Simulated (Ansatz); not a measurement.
**CH5OSb: basis-set convergence**

How large a basis does CH5OSb need? Two functionals are run in growing sets.

Program: Ansatz 0.2.0, Gaussian basis. Level of theory: one geometry, several basis sets. These are calculated values, not measurements.

The runs, in order: PBE0-D4/def2-SVP; ωB97M-V/def2-SVP; PBE0-D4/def2-QZVPP; ωB97M-V/def2-QZVPP; the functionals' def2-TZVPP values are taken from earlier runs.

### Step 1. The relaxed structure

All runs share one geometry, relaxed beforehand with PBE0-D4 in a triple-zeta def2 set. Sb takes the def2 core potential; no spin-orbit term is included.

8 atoms, charge 0, spin multiplicity 1.

Atoms are counted from 1 here; the program's logs count them from 0.

Bond lengths: C1–Sb2 2.142 Å, C1–H4 1.091 Å, C1–H5 1.089 Å, C1–H6 1.090 Å, Sb2–O3 1.977 Å, Sb2–H7 1.720 Å, O3–H8 0.960 Å. Angles: Sb2–C1–H4 110.0°, Sb2–C1–H5 109.7°, Sb2–C1–H6 108.1°, H4–C1–H5 109.4°, H4–C1–H6 109.8°, H5–C1–H6 109.8°, C1–Sb2–O3 93.0°, C1–Sb2–H7 92.6°, O3–Sb2–H7 94.7°, Sb2–O3–H8 110.4°.

### Step 2. PBE0-D4 in def2-SVP

in.yaml reads:

```yaml
crystal:
  periodic: [false, false, false]
  atoms:
    - {symbol: C, position_ang: [-0.716805, 0.886101, -0.309704]}
    - {symbol: Sb, position_ang: [0.912691, 0.033580, 0.788791]}
    - {symbol: O, position_ang: [0.358003, -1.819492, 0.378431]}
    - {symbol: H, position_ang: [-0.464659, 1.899552, -0.625771]}
    - {symbol: H, position_ang: [-1.607583, 0.913152, 0.317005]}
    - {symbol: H, position_ang: [-0.899574, 0.262285, -1.184370]}
    - {symbol: H, position_ang: [1.984782, 0.160598, -0.549638]}
    - {symbol: H, position_ang: [0.525446, -2.392976, 1.129559]}
basis:
  gaussian: {orbitals: def2-SVP}
hamiltonian: {xc: pbe0, dispersion: d4}
output: {orbitals: {seedname: orbitals}}
```

Run with:

```bash
ansatz run in.yaml --threads 2 --pin off --events-out ev --progress --plain --max-ram 4352MiB
```

Further steps of the session: ωB97M-V in def2-SVP; PBE0-D4 in def2-QZVPP; ωB97M-V in def2-QZVPP.

**Question.** What will the summary of the whole plan be? Wanted: PBE0-D4: double and triple zeta above quadruple; ωB97M-V: double and triple zeta above quadruple.

The runs gave:

| quantity | value |
| --- | --- |
| PBE0-D4: double and triple zeta above quadruple | 4.66, 0.28 eV |
| ωB97M-V: double and triple zeta above quadruple | 4.86, 0.28 eV |

**Reading.** For PBE0-D4 the step from double to triple zeta gains 4.38 eV and the next only 0.28 eV. Total energies overstate the basis error of differences, where much of it tends to cancel. The LUMO of ωB97M-V is positive and keeps falling with the basis (1.39 to 0.66 eV): an unbound level that the basis holds in place.
